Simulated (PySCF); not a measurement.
# [Ce(NH3)2]3+: shape, vibrations and bonding

Task: relax [Ce(NH3)2]3+, compute its harmonic modes and analyse its electrons. The structure is generated, not taken from experiment.

Computed with PySCF 2.14.0. Level: BP86, Ce lcecp-1-SVP with ECP47, N def2-SVP, H def2-SVP; scalar-relativistic core potentials, no spin–orbit coupling.

2 further runs of the same task are left out: 2 for a known fault of the program.

### Step 1. The system as given

9 atoms, charge 3, spin multiplicity 1.

Bond lengths: Ce1–N2 2.607 Å, Ce1–N6 2.607 Å, N2–H3 1.020 Å, N2–H4 1.020 Å, N2–H5 1.020 Å, N6–H7 1.020 Å, N6–H8 1.020 Å, N6–H9 1.020 Å. Angles: N2–Ce1–N6 180.0°, Ce1–N2–H3 113.0°, Ce1–N2–H4 113.0°, Ce1–N2–H5 113.0°, H3–N2–H4 105.8°, H3–N2–H5 105.8°, H4–N2–H5 105.8°, Ce1–N6–H7 113.0°, Ce1–N6–H8 113.0°, Ce1–N6–H9 113.0°, H7–N6–H8 105.8°, H7–N6–H9 105.8°, H8–N6–H9 105.8°.

As a file:

```xyz
9

Ce    0.0000    0.0000    0.0000
N     0.0000    0.0000    2.6075
H     0.8133    0.4696    3.0055
H    -0.8133    0.4696    3.0055
H     0.0000   -0.9392    3.0055
N     0.0000    0.0000   -2.6075
H     0.8133   -0.4696   -3.0055
H    -0.8133   -0.4696   -3.0055
H     0.0000    0.9392   -3.0055
```

Formal oxidation states: Ce +3. Each metal's 1 4f electrons lie in its core potential, so multiplicities, spins and levels count the valence alone.

### Step 2. SCF at the start, singlet

Input file run.py (the lines that set the calculation):

```python
mol = gto.M(atom='''
Ce     0.00000     0.00000     0.00000
N      0.00000     0.00000     2.60750
H      0.81330     0.46960     3.00550
H     -0.81330     0.46960     3.00550
H      0.00000    -0.93920     3.00550
N      0.00000     0.00000    -2.60750
H      0.81330    -0.46960    -3.00550
H     -0.81330    -0.46960    -3.00550
H      0.00000     0.93920    -3.00550''',
    basis={'Ce': 'lcecp-1-SVP', 'N': 'def2-SVP', 'H': 'def2-SVP'},
    ecp={'Ce': 'lcecp-1-SVP'},
    charge=3, spin=0)
mf = dft.RKS(mol, xc='B88,P86')
mf.grids.atom_grid = (50, 194)  # f atoms: unpruned, at least (60, 302)
mf = mf.density_fit()  # fitting sets: Ce AutoAux, N def2-universal-JKFIT, H def2-universal-JKFIT
mf.conv_tol = 1e-08; mf.max_cycle = 55
mf.kernel(dm0)  # dm0: free metal ions and neutral atoms
```

On the command line:

```
$ OMP_NUM_THREADS=2 python run.py
```

Output:

```text
init E= -137.248465121983
  HOMO = -1.28239004197257  LUMO = -0.695012900478328  gap/eV = 15.98335
cycle= 1 E= -142.320827570886  delta_E= -5.07  |g|= 2.95  |ddm|= 2.98
cycle= 2 E= -128.260156301418  delta_E= 14.1  |g|= 4.54  |ddm|= 6.21
  HOMO = -0.878564109517129  LUMO = -0.554686500436251  gap/eV = 8.81316
cycle= 3 E= -143.767787467973  delta_E= -15.5  |g|= 1.06  |ddm|= 6.02
  HOMO = -0.884954873588431  LUMO = -0.669913270054156  gap/eV = 5.85158
cycle= 4 E= -144.136689918475  delta_E= -0.369  |g|= 0.421  |ddm|= 1.87
  HOMO = -0.818983264587253  LUMO = -0.698054970311048  gap/eV = 3.29063
cycle= 5 E= -144.182202097577  delta_E= -0.0455  |g|= 0.0528  |ddm|= 0.423
  HOMO = -0.821602655535646  LUMO = -0.701375982107003  gap/eV = 3.27153
cycle= 6 E= -144.182768316969  delta_E= -0.000566  |g|= 0.0109  |ddm|= 0.0439
  HOMO = -0.821542249782603  LUMO = -0.702714261310735  gap/eV = 3.23347
cycle= 7 E= -144.18279359939  delta_E= -2.53e-05  |g|= 0.00254  |ddm|= 0.013
  HOMO = -0.821237483648598  LUMO = -0.7026500211043  gap/eV = 3.22693
cycle= 8 E= -144.182794953437  delta_E= -1.35e-06  |g|= 0.000484  |ddm|= 0.00194
  HOMO = -0.82120260167985  LUMO = -0.702663663826544  gap/eV = 3.22561
cycle= 9 E= -144.182795011838  delta_E= -5.84e-08  |g|= 4.48e-05  |ddm|= 0.000421
  HOMO = -0.82119959222419  LUMO = -0.702672219637062  gap/eV = 3.22529
cycle= 10 E= -144.182795012413  delta_E= -5.76e-10  |g|= 2.56e-06  |ddm|= 6.67e-05
  HOMO = -0.821199851891841  LUMO = -0.702671442388231  gap/eV = 3.22532
Extra cycle  E= -144.18279501241  delta_E= 3.64e-12  |g|= 4.25e-06  |ddm|= 8.54e-06
converged SCF energy = -144.18279501241
```

It took 3.8 s on 2 threads of Arm Neoverse V1, shared host; peak memory 0.57 GiB.

Result: E = -144.182795 Eh, HOMO -22.35 eV, LUMO -19.12 eV, Mulliken charge on Ce1 +2.19 e. 

### Step 3. Relaxation, singlet

Steps are kept in the start's point group, D3d.

Input file run.py (the lines that set the calculation):

```python
mol = gto.M(atom='''
Ce     0.00000     0.00000     0.00000
N      0.00000     0.00000     2.60750
H      0.81334     0.46958     3.00550
H     -0.81334     0.46958     3.00550
H      0.00000    -0.93916     3.00550
N      0.00000     0.00000    -2.60750
H      0.81334    -0.46958    -3.00550
H     -0.81334    -0.46958    -3.00550
H      0.00000     0.93916    -3.00550''',
    basis={'Ce': 'lcecp-1-SVP', 'N': 'def2-SVP', 'H': 'def2-SVP'},
    ecp={'Ce': 'lcecp-1-SVP'},
    charge=3, spin=0)
mf = dft.RKS(mol, xc='B88,P86')
mf.grids.atom_grid = (50, 194)  # f atoms: unpruned, at least (60, 302)
mf = mf.density_fit()  # fitting sets: Ce AutoAux, N def2-universal-JKFIT, H def2-universal-JKFIT
mf.conv_tol = 1e-08; mf.max_cycle = 55
mf.kernel(dm0)  # dm0: an SCF of this state at this start
# quasi-Newton relaxation in Cartesian coordinates to a largest gradient under 0.00045 Eh/bohr, steps kept in the point group
```

On the command line:

```
$ OMP_NUM_THREADS=2 python run.py
```

No log is kept here; the results follow.

It took 26 s on 2 threads of Arm Neoverse V1, shared host.

Relaxation path:

| step | energy from step 1 (eV) | largest force component (eV/Å) |
| --- | --- | --- |
| 1 | 0.0000 | 2.0442 |
| 2 | -0.1201 | 0.6684 |
| 3 | -0.1400 | 0.0807 |
| 4 | -0.1415 | 0.0301 |
| 5 | -0.1416 | 0.0076 |
| 6 | -0.1416 | 0.0019 |

Close pairs (by a distance rule), those that changed most:

| bond | before (Å) | after (Å) | change (Å) |
| --- | --- | --- | --- |
| Ce1–N2 | 2.607 | 2.575 | -0.033 |
| Ce1–N6 | 2.607 | 2.575 | -0.033 |
| N2–H3 | 1.020 | 1.049 | +0.029 |
| N2–H4 | 1.020 | 1.049 | +0.029 |
| N6–H7 | 1.020 | 1.049 | +0.029 |
| N6–H8 | 1.020 | 1.049 | +0.029 |
| N2–H5 | 1.020 | 1.049 | +0.029 |
| N6–H9 | 1.020 | 1.049 | +0.029 |

It ends in D3d at E = -144.187997 Eh.

| atom | x (Å) | y (Å) | z (Å) |
| --- | --- | --- | --- |
| Ce1 | 0.0000 | 0.0000 | 0.0000 |
| N2 | 0.0000 | 0.0000 | 2.5749 |
| H3 | 0.8152 | 0.4707 | 3.0389 |
| H4 | -0.8152 | 0.4707 | 3.0389 |
| H5 | 0.0000 | -0.9413 | 3.0389 |
| N6 | 0.0000 | 0.0000 | -2.5749 |
| H7 | 0.8152 | -0.4707 | -3.0389 |
| H8 | -0.8152 | -0.4707 | -3.0389 |
| H9 | 0.0000 | 0.9413 | -3.0389 |

### Step 4. Harmonic vibrations

Input file run.py (the lines that set the calculation):

```python
mol = gto.M(atom='''
Ce     0.00000     0.00000     0.00000
N      0.00000     0.00000     2.57488
H      0.81519     0.47065     3.03892
H     -0.81519     0.47065     3.03892
H      0.00000    -0.94130     3.03892
N      0.00000     0.00000    -2.57488
H      0.81519    -0.47065    -3.03892
H     -0.81519    -0.47065    -3.03892
H      0.00000     0.94130    -3.03892''',
    basis={'Ce': 'lcecp-1-SVP', 'N': 'def2-SVP', 'H': 'def2-SVP'},
    ecp={'Ce': 'lcecp-1-SVP'},
    charge=3, spin=0)
mf = dft.RKS(mol, xc='B88,P86')
mf.grids.atom_grid = (50, 194)  # f atoms: unpruned, at least (60, 302)
mf = mf.density_fit()  # fitting sets: Ce AutoAux, N def2-universal-JKFIT, H def2-universal-JKFIT
mf.conv_tol = 1e-10; mf.max_cycle = 55
mf.kernel(dm0)  # dm0: the density of the relaxed state
# Hessian and dipole derivatives by central differences of gradients, 0.02 bohr
```

On the command line:

```
$ OMP_NUM_THREADS=2 python run.py
```

No log is kept here; the results follow.

Wall time 51 s (2 threads of Arm Neoverse V1, shared host).

Point group D3d; negative numbers are unstable modes, and those under 60 cm⁻¹ are near the numerical noise:

| cm⁻¹ | km/mol | symmetry |
| --- | --- | --- |
| -118 | 1.6 | eu |
| -118 | 1.6 | eu |
| 56 | 0.0 | a1u |
| 327 | 0.0 | a1g |
| 332 | 57.0 | a2u |
| 598 | 158.4 | eu |
| 598 | 158.4 | eu |
| 628 | 0.0 | eg |
| 628 | 0.0 | eg |
| 1372 | 236.8 | a2u |
| 1375 | 0.0 | a1g |
| 1551 | 99.0 | eu |
| 1551 | 99.0 | eu |
| 1573 | 0.0 | eg |
| 1573 | 0.0 | eg |
| 3200 | 611.7 | a2u |
| 3208 | 0.0 | a1g |
| 3263 | 321.9 | eu |
| 3263 | 321.9 | eu |
| 3263 | 0.0 | eg |
| 3263 | 0.0 | eg |

### Step 5. Displaced along the imaginary mode

No symmetry is imposed.

Input file run.py (the lines that set the calculation):

```python
mol = gto.M(atom='''
Ce     0.01887    -0.05084     0.00000
N     -0.07580     0.20418     2.57488
H      0.72852     0.70250     3.02971
H     -0.89909     0.70148     2.99656
H     -0.08617    -0.71236     3.09048
N     -0.07580     0.20418    -2.57488
H      0.73129    -0.23983    -3.08127
H     -0.90186    -0.23880    -3.04812
H     -0.08617     1.17025    -2.98736''',
    basis={'Ce': 'lcecp-1-SVP', 'N': 'def2-SVP', 'H': 'def2-SVP'},
    ecp={'Ce': 'lcecp-1-SVP'},
    charge=3, spin=0)
mf = dft.RKS(mol, xc='B88,P86')
mf.grids.atom_grid = (50, 194)  # f atoms: unpruned, at least (60, 302)
mf = mf.density_fit()  # fitting sets: Ce AutoAux, N def2-universal-JKFIT, H def2-universal-JKFIT
mf.conv_tol = 1e-08; mf.max_cycle = 55
mf.kernel(dm0)  # dm0: an SCF of this state at this start
# quasi-Newton relaxation in Cartesian coordinates to a largest gradient under 0.00045 Eh/bohr, steps kept in the point group
```

On the command line:

```
$ OMP_NUM_THREADS=2 python run.py
```

The driver keeps no SCF log for this step, only its results.

It took 2.1 min on 2 threads of Arm Neoverse V1, shared host.

Step by step:

| step | energy from step 1 (eV) | largest force component (eV/Å) |
| --- | --- | --- |
| 1 | 0.0000 | 0.2606 |
| 2 | -0.0145 | 0.2939 |
| 3 | -0.0309 | 0.3212 |
| 4 | -0.0493 | 0.3399 |
| 5 | -0.0696 | 0.3489 |
| 6 | -0.0910 | 0.3478 |
| 7 | -0.1130 | 0.3373 |
| 8 | -0.2219 | 0.1762 |
| 9 | -0.2518 | 0.5339 |
| 10 | -0.2593 | 0.4033 |
| 11 | -0.2714 | 0.3184 |
| 12 | -0.2948 | 0.2075 |
| 13 | -0.3160 | 0.1876 |
| 14 | -0.3380 | 0.1650 |
| 15 | -0.3610 | 0.0970 |
| 16 | -0.3826 | 0.0580 |
| 17 | -0.3935 | 0.0776 |
| 18 | -0.3956 | 0.0492 |
| 19 | -0.3960 | 0.0459 |
| 20 | -0.3961 | 0.0309 |
| 21 | -0.3962 | 0.0121 |
| 22 | -0.3963 | 0.0142 |

Distances of close pairs at the start and the end, largest changes first:

| bond | before (Å) | after (Å) | change (Å) |
| --- | --- | --- | --- |
| Ce1–N6 | 2.589 | 2.508 | -0.081 |
| Ce1–N2 | 2.589 | 2.509 | -0.080 |
| N2–H5 | 1.052 | 1.051 | -0.001 |
| N6–H8 | 1.050 | 1.051 | +0.001 |
| N6–H9 | 1.050 | 1.050 | -0.001 |
| N2–H3 | 1.050 | 1.050 | +0.001 |
| N6–H7 | 1.051 | 1.051 | -0.000 |
| N2–H4 | 1.050 | 1.050 | -0.000 |

It ends in C1 at E = -144.204282 Eh.

| atom | x (Å) | y (Å) | z (Å) |
| --- | --- | --- | --- |
| Ce1 | 0.4224 | -1.0857 | -0.0002 |
| N2 | -0.0691 | 0.1862 | 2.1063 |
| H3 | 0.6619 | 0.8771 | 2.4087 |
| H4 | -0.9465 | 0.7628 | 2.1119 |
| H5 | -0.1826 | -0.4133 | 2.9618 |
| N6 | -0.0683 | 0.1862 | -2.1059 |
| H7 | 0.6060 | 0.0115 | -2.8926 |
| H8 | -0.9964 | -0.0178 | -2.5542 |
| H9 | -0.0735 | 1.2338 | -2.0359 |

### Step 6. The relaxed geometry turned into its symmetry frame

Input file run.py (the lines that set the calculation):

```python
mol = gto.M(atom='''
Ce     0.09914    -0.25672    -0.00007
N     -0.39235     1.01512     2.10640
H      0.33866     1.70609     2.40884
H     -1.26972     1.59172     2.11195
H     -0.50589     0.41565     2.96194
N     -0.39159     1.01521    -2.10574
H      0.28273     0.84048    -2.89252
H     -1.31968     0.81120    -2.55407
H     -0.39678     2.06272    -2.03577''',
    basis={'Ce': 'lcecp-1-SVP', 'N': 'def2-SVP', 'H': 'def2-SVP'},
    ecp={'Ce': 'lcecp-1-SVP'},
    charge=3, spin=0)
mf = dft.RKS(mol, xc='B88,P86')
mf.grids.atom_grid = (50, 194)  # f atoms: unpruned, at least (60, 302)
mf = mf.density_fit()  # fitting sets: Ce AutoAux, N def2-universal-JKFIT, H def2-universal-JKFIT
mf.conv_tol = 1e-08; mf.max_cycle = 55
mf.kernel(dm0)  # dm0: free metal ions and neutral atoms
```

On the command line:

```
$ OMP_NUM_THREADS=2 python run.py
```

Output:

```text
init E= -137.19060959461
  HOMO = -1.31056696966056  LUMO = -0.711287995312605  gap/eV = 16.30721
cycle= 1 E= -142.232431904583  delta_E= -5.04  |g|= 3.01  |ddm|= 2.98
  HOMO = -0.631701391959186  LUMO = -0.628066392932299  gap/eV = 0.09891
cycle= 2 E= -125.22515783905  delta_E=   17  |g|= 5.45  |ddm|= 7.72
  HOMO = -0.847494272248571  LUMO = -0.570352750382291  gap/eV = 7.54140
cycle= 3 E= -143.75314622424  delta_E= -18.5  |g|= 1.16  |ddm|= 7.59
  HOMO = -0.894929372112164  LUMO = -0.714078676816969  gap/eV = 4.92120
cycle= 4 E= -144.187724377642  delta_E= -0.435  |g|= 0.238  |ddm|= 2.34
  HOMO = -0.867885271708834  LUMO = -0.687893721097553  gap/eV = 4.89782
cycle= 5 E= -144.203012808202  delta_E= -0.0153  |g|= 0.0694  |ddm|= 0.357
  HOMO = -0.868381706658084  LUMO = -0.683569307039148  gap/eV = 5.02900
cycle= 6 E= -144.203838702326  delta_E= -0.000826  |g|= 0.0438  |ddm|= 0.0955
  HOMO = -0.872120750887946  LUMO = -0.684201763386824  gap/eV = 5.11354
cycle= 7 E= -144.204247215202  delta_E= -0.000409  |g|= 0.0121  |ddm|= 0.0414
  HOMO = -0.873250880425651  LUMO = -0.684994759336032  gap/eV = 5.12271
cycle= 8 E= -144.204281687817  delta_E= -3.45e-05  |g|= 0.00169  |ddm|= 0.0114
  HOMO = -0.873264228001792  LUMO = -0.684966584426119  gap/eV = 5.12384
cycle= 9 E= -144.204282353656  delta_E= -6.66e-07  |g|= 0.000277  |ddm|= 0.0014
  HOMO = -0.873269770908295  LUMO = -0.684928795073777  gap/eV = 5.12502
cycle= 10 E= -144.204282375466  delta_E= -2.18e-08  |g|= 3.85e-05  |ddm|= 0.000412
  HOMO = -0.873269866226767  LUMO = -0.684927229343744  gap/eV = 5.12506
cycle= 11 E= -144.20428237586  delta_E= -3.93e-10  |g|= 6.5e-06  |ddm|= 4.59e-05
  HOMO = -0.873271270492469  LUMO = -0.684928574174025  gap/eV = 5.12507
Extra cycle  E= -144.204282375864  delta_E= -3.95e-12  |g|= 6.5e-06  |ddm|= 1.28e-05
converged SCF energy = -144.204282375864
```

Run time: 5 s. Hardware: 2 threads of Arm Neoverse V1, shared host.

It gives: E = -144.204282 Eh, HOMO -23.76 eV, LUMO -18.64 eV, Mulliken charge on Ce1 +2.11 e. 

### Step 7. Frequencies and infrared intensities

run.py (the lines that set the calculation): that of step 6 with these lines changed.

```diff
@@ -16,3 +16,4 @@
 mf = mf.density_fit()  # fitting sets: Ce AutoAux, N def2-universal-JKFIT, H def2-universal-JKFIT
-mf.conv_tol = 1e-08; mf.max_cycle = 55
-mf.kernel(dm0)  # dm0: free metal ions and neutral atoms
+mf.conv_tol = 1e-10; mf.max_cycle = 55
+mf.kernel(dm0)  # dm0: the density of the relaxed state
+# Hessian and dipole derivatives by central differences of gradients, 0.02 bohr
```

On the command line:

```
$ OMP_NUM_THREADS=2 python run.py
```

The driver keeps no SCF log for this step, only its results.

It took 4.7 min on 2 threads of Arm Neoverse V1, shared host.

Point group C1; negative numbers are unstable modes, and those under 60 cm⁻¹ are near the numerical noise:

| cm⁻¹ | km/mol |
| --- | --- |
| -56 | 0.5 |
| 45 | 0.5 |
| 72 | 5.9 |
| 346 | 2.1 |
| 353 | 14.9 |
| 642 | 23.2 |
| 644 | 14.8 |
| 654 | 120.7 |
| 670 | 81.0 |
| 1370 | 115.2 |
| 1373 | 71.5 |
| 1546 | 88.7 |
| 1548 | 77.0 |
| 1549 | 55.6 |
| 1550 | 1.9 |
| 3189 | 514.7 |
| 3196 | 97.2 |
| 3251 | 150.0 |
| 3252 | 171.7 |
| 3260 | 173.8 |
| 3261 | 188.9 |

### Step 8. Properties on a finer grid

Input file run.py (the lines that set the calculation):

```python
mol = gto.M(atom='''
Ce     0.42240    -1.08569    -0.00017
N     -0.06910     0.18615     2.10629
H      0.66191     0.87712     2.40873
H     -0.94647     0.76276     2.11185
H     -0.18264    -0.41331     2.96183
N     -0.06833     0.18624    -2.10585
H      0.60598     0.01151    -2.89262
H     -0.99643    -0.01777    -2.55418
H     -0.07353     1.23376    -2.03588''',
    basis={'Ce': 'lcecp-1-SVP', 'N': 'def2-SVP', 'H': 'def2-SVP'},
    ecp={'Ce': 'lcecp-1-SVP'},
    charge=3, spin=0)
mf = dft.RKS(mol, xc='B88,P86')
mf.grids.atom_grid = (75, 302)  # f atoms: unpruned, at least (60, 302)
mf = mf.density_fit()  # fitting sets: Ce AutoAux, N def2-universal-JKFIT, H def2-universal-JKFIT
mf.conv_tol = 1e-09; mf.max_cycle = 55
mf.kernel(dm0)  # dm0: the density of the relaxed state
```

On the command line:

```
$ OMP_NUM_THREADS=2 python run.py
```

Output:

```text
init E= -144.204272738695
  HOMO = -0.87327149020699  LUMO = -0.684924328771853  gap/eV = 5.12519
cycle= 1 E= -144.204272740307  delta_E= -1.61e-09  |g|= 2.92e-05  |ddm|= 0.000163
  HOMO = -0.873264867701961  LUMO = -0.684927750573568  gap/eV = 5.12491
cycle= 2 E= -144.204272739651  delta_E= 6.56e-10  |g|= 6.04e-05  |ddm|= 8.37e-05
  HOMO = -0.873269455200165  LUMO = -0.684926268912379  gap/eV = 5.12508
cycle= 3 E= -144.204272740536  delta_E= -8.85e-10  |g|= 2.58e-06  |ddm|= 5.19e-05
  HOMO = -0.873269449430153  LUMO = -0.684925707464904  gap/eV = 5.12509
Extra cycle  E= -144.204272740537  delta_E= -1.31e-12  |g|= 2.08e-06  |ddm|= 6.91e-06
converged SCF energy = -144.204272740537
```

Run time: 31 s. Hardware: 2 threads of Arm Neoverse V1, shared host.

Result: E = -144.204273 Eh, HOMO -23.76 eV, LUMO -18.64 eV, Mulliken charge on Ce1 +2.11 e, largest force component 0.012 eV/Å. 

Löwdin charges:

| atom | value (e) |
| --- | --- |
| Ce1 | 1.96 |
| N2 | -0.02 |
| H3 | 0.18 |
| H4 | 0.18 |
| H5 | 0.18 |
| N6 | -0.02 |
| H7 | 0.18 |
| H8 | 0.18 |
| H9 | 0.18 |

Mulliken charges: Ce1 +2.11, N2 -0.36, H3 +0.27, H4 +0.27, H5 +0.27, N6 -0.36, H7 +0.27, H8 +0.27, H9 +0.27 e.

Contacts (the nearest donor of each ligand) and Mayer bond orders:

| contact | distance (Å) | bond order |
| --- | --- | --- |
| Ce1–N2 (NH3) | 2.509 | 0.69 |
| Ce1–N6 (NH3) | 2.508 | 0.69 |

Mulliken populations of Ce1 outside the core potential: s 2.12, p 6.08, d 0.67, f 0.02.

Orbitals, density, ELF and potential are computed afterwards from the orbital file.

Frontier orbitals at BP86, with the share of their density that lies nearest to each atom:

| orbital | energy (eV) | lies on |
| --- | --- | --- |
| HOMO-1 | -23.85 | N2, N6 about 33 % each; Ce1 10 % |
| HOMO | -23.76 | N2, N6 about 33 % each; Ce1 13 % |
| LUMO | -18.64 | Ce1 92 % |

ELF in a plane through or near 3 of the atoms.

Values, 10 rows by 14 columns:
```
0.00 0.00 0.00 0.00 0.00 0.00 0.00 0.00 0.00 0.00 0.00 0.00 0.00 0.00
0.00 0.00 0.00 0.00 0.00 0.00 0.00 0.00 0.00 0.00 0.00 0.00 0.00 0.00
0.00 0.00 0.00 0.00 0.07 0.02 0.00 0.00 0.00 0.01 0.00 0.00 0.00 0.00
0.00 0.00 0.00 0.15 0.90 0.79 0.01 0.00 0.05 0.51 0.29 0.01 0.00 0.00
0.00 0.00 0.01 0.24 0.82 0.76 0.13 0.01 0.41 0.75 0.62 0.06 0.00 0.00
0.00 0.00 0.15 0.72 0.22 0.90 0.17 0.40 0.54 0.38 0.75 0.77 0.03 0.00
0.00 0.00 0.12 0.56 0.56 0.37 0.84 0.39 0.52 0.63 0.78 0.90 0.03 0.00
0.00 0.00 0.00 0.01 0.03 0.12 0.91 0.69 0.71 0.03 0.03 0.03 0.00 0.00
0.00 0.00 0.00 0.00 0.00 0.06 0.51 0.54 0.30 0.01 0.00 0.00 0.00 0.00
0.00 0.00 0.00 0.00 0.00 0.00 0.00 0.00 0.00 0.00 0.00 0.00 0.00 0.00
```
The map spans 11.1 Å across and 7.9 Å up, centred on the molecule. Atoms in the plane (x, y in Å): Ce1 (0.0, -1.4), N2 (2.1, 0.0), N6 (-2.1, 0.0).

log10 of the density (e/Å³) in the same plane.

Ten even steps from ' ' (-4.0) to '@' (1.1):
```
                                                        
                                                        
                                                        
                ....                                    
            ..::::::::..          ........              
          ..::========--..    ..::--====--::..          
        ..::==++****++==::::..::--==++++++==::..        
        ::--++**####**++==------++**####**++--::        
      ..--==**##%%%%##**========**##%%%%##**==--..      
      ::--++##%%@@@@%%**++++++++**%%@@@@%%##++==::      
      ::==++##%%@@@@%%##********##%%@@@@%%##**==::..    
      ::--++####%%%%######%%%%######%%%%%%##**==::..    
      ..--==++********##%%####%%##**********++--::      
        ..--====++++**##%%****%%##**++++++====::..      
          ..::--====++##%%%%%%%%##++====----::..        
            ..::::--==**########**==--::::..            
              ..::::==++********++==::::..              
                ....::--========--::....                
                    ..::::::::::::..                    
                                                        
```
The map spans 11.1 Å across and 7.9 Å up, centred on the molecule. Atoms in the plane (x, y in Å): Ce1 (0.0, -1.4), N2 (2.1, 0.0), N6 (-2.1, 0.0).

On the surface of density 0.002 e/bohr³ the electrostatic potential runs, from the 1st to the 99th percentile, from 12.56 to 21.36 V.

### Step 9. Outcome

```
                                                              quantity                           value
                                                 state and point group      singlet in the valence, C1
                                                 first geometry: modes   -118 to 3263 cm⁻¹, 2 unstable
first geometry: strongest infrared band (modes within 1.5 cm⁻¹ summed)          3263 cm⁻¹ (644 km/mol)
                                                                 modes    -56 to 3261 cm⁻¹, 1 unstable
                strongest infrared band (modes within 1.5 cm⁻¹ summed)          3189 cm⁻¹ (515 km/mol)
                                                 metal–ligand contacts                          2.51 Å
                                                       frontier levels  HOMO -23.76 eV, LUMO -18.64 eV
                                       dipole about the centre of mass                          3.19 D
                                                   mean polarisability                          5.6 Å³
```

In words: At the first geometry 2 modes are unstable, so this structure is a saddle point; the molecule was then pushed along the lowest one and relaxed again. At the final geometry 1 mode is unstable, within the noise, so a saddle point isn't shown. The metal carries +1.96 e by Löwdin's partition against a formal +3, and bond orders to the nearest donors reach 0.69. Both measures hang on the basis. Leaving the first, D3d structure gained 0.44 eV and gave C1. One start shape was tried, so another isomer may lie lower. These are double-zeta-type bases without diffuse functions. Spin–orbit coupling is left out.
